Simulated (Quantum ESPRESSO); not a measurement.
A run of Quantum ESPRESSO 7.5:

Contents of pw.in:

```
&CONTROL
  calculation = 'scf'
  prefix = 'pwscf'
  outdir = './tmp'
  pseudo_dir = './pseudo'
  tprnfor = .true.
  tstress = .true.
  disk_io = 'low'
/
&SYSTEM
  ibrav = 0
  celldm(1) = 8
  nat = 3
  ntyp = 2
  ecutwfc = 45
  ecutrho = 360
  nbnd = 23
  occupations = 'smearing'
  smearing = 'fd'
  degauss = 0.00367493
  vdw_corr = 'grimme-d2'
/
&ELECTRONS
  conv_thr = 6d-10
  electron_maxstep = 120
  mixing_beta = 0.5
/
ATOMIC_SPECIES
Hf   178.4900 hf_pbe_v1.uspp.F.UPF
F     18.9984 f_pbe_v1.4.uspp.F.UPF
CELL_PARAMETERS alat
  0.8500398344487   0.0000000000000   0.0000000000000
 -0.4250199184054   0.7361560918983   0.0000000000000
  0.0000000000000   0.0000000000000   1.1846457733512
ATOMIC_POSITIONS crystal
Hf     0.0000000000    0.0000000000    0.1356534200
Hf     0.6666666700    0.3333333300    0.5117898200
F      0.0000000000    0.0000000000    0.6334119100
K_POINTS automatic
4 4 4 0 0 1
```

The input relax.in:

```
&CONTROL
  calculation = 'vc-relax'
  prefix = 'pwscf'
  outdir = './tmp'
  pseudo_dir = './pseudo'
  tprnfor = .true.
  tstress = .true.
  disk_io = 'low'
  nstep = 40
  forc_conv_thr = 0.0001
  etot_conv_thr = 1d-06
/
&SYSTEM
  ibrav = 0
  celldm(1) = 8
  nat = 3
  ntyp = 2
  ecutwfc = 45
  ecutrho = 360
  nbnd = 23
  occupations = 'smearing'
  smearing = 'fd'
  degauss = 0.00367493
  vdw_corr = 'grimme-d2'
/
&ELECTRONS
  conv_thr = 6d-10
  electron_maxstep = 120
  mixing_beta = 0.5
/
&IONS
  ion_dynamics = 'bfgs'
/
&CELL
  cell_dynamics = 'bfgs'
  press = 0
  press_conv_thr = 0.2
/
ATOMIC_SPECIES
Hf   178.4900 hf_pbe_v1.uspp.F.UPF
F     18.9984 f_pbe_v1.4.uspp.F.UPF
CELL_PARAMETERS alat
  0.8500398344487   0.0000000000000   0.0000000000000
 -0.4250199184054   0.7361560918983   0.0000000000000
  0.0000000000000   0.0000000000000   1.1846457733512
ATOMIC_POSITIONS crystal
Hf     0.0000000000    0.0000000000    0.1356534200
Hf     0.6666666700    0.3333333300    0.5117898200
F      0.0000000000    0.0000000000    0.6334119100
K_POINTS automatic
4 4 4 0 0 1
```

File scf2.in:

```
&CONTROL
  calculation = 'scf'
  prefix = 'pwscf'
  outdir = './tmp'
  pseudo_dir = './pseudo'
  tprnfor = .true.
  tstress = .true.
  disk_io = 'low'
/
&SYSTEM
  ibrav = 0
  celldm(1) = 8
  nat = 3
  ntyp = 2
  ecutwfc = 45
  ecutrho = 360
  nbnd = 23
  occupations = 'smearing'
  smearing = 'fd'
  degauss = 0.00367493
  vdw_corr = 'grimme-d2'
/
&ELECTRONS
  conv_thr = 1d-13
  electron_maxstep = 120
  mixing_beta = 0.5
  startingpot = 'file'
  startingwfc = 'file'
/
ATOMIC_SPECIES
Hf   178.4900 hf_pbe_v1.uspp.F.UPF
F     18.9984 f_pbe_v1.4.uspp.F.UPF
CELL_PARAMETERS alat
  0.7547649108150   0.0000000006129   0.0000000000000
 -0.3773824559382   0.6536455863444   0.0000000000000
  0.0000000000000   0.0000000000000   1.3932696382406
ATOMIC_POSITIONS crystal
Hf     0.0000000000    0.0000000000    0.0823572812
Hf     0.6666666667    0.3333333333    0.4856758183
F      0.0000000000    0.0000000000    0.7128220505
K_POINTS automatic
4 4 4 0 0 1
```

The input ph.in:

```
phonons of Hf2F
&INPUTPH
  prefix = 'pwscf'
  outdir = './tmp'
  tr2_ph = 1d-18
  fildyn = 'dyn'
  niter_ph = 90
  alpha_mix(1) = 0.4
/
0.0000000000 0.0000000000 0.0000000000
```

File dynmat.in:

```
&INPUT
  fildyn = 'dyn'
  asr = 'crystal'
  filout = 'dynmat.disp'
  fileig = 'dynmat.eig'
/
```

Potentials or basis: GBRV 1.5 PBE.

Launch:

```sh
$ OMP_NUM_THREADS=1 pw.x -in pw.in > pw.out
$ OMP_NUM_THREADS=1 pw.x -in relax.in > relax.out
$ OMP_NUM_THREADS=1 pw.x -in scf2.in > scf2.out
$ OMP_NUM_THREADS=1 ph.x -in ph.in > ph.out
$ OMP_NUM_THREADS=1 dynmat.x -in dynmat.in > dynmat.out
```

Hardware: 1 thread of Intel(R) Xeon(R) Processor @ 2.50GHz (Skylake/Cascade Lake) (shared host).

How long does it take, and how much memory?

It took 28 min on 1 thread of Intel(R) Xeon(R) Processor @ 2.50GHz (Skylake/Cascade Lake) (shared host), peak memory 0.36 GiB. Counts: scf iterations 215, k pools 1, bands 23, ion steps 18, k points 10, g dense 43839.
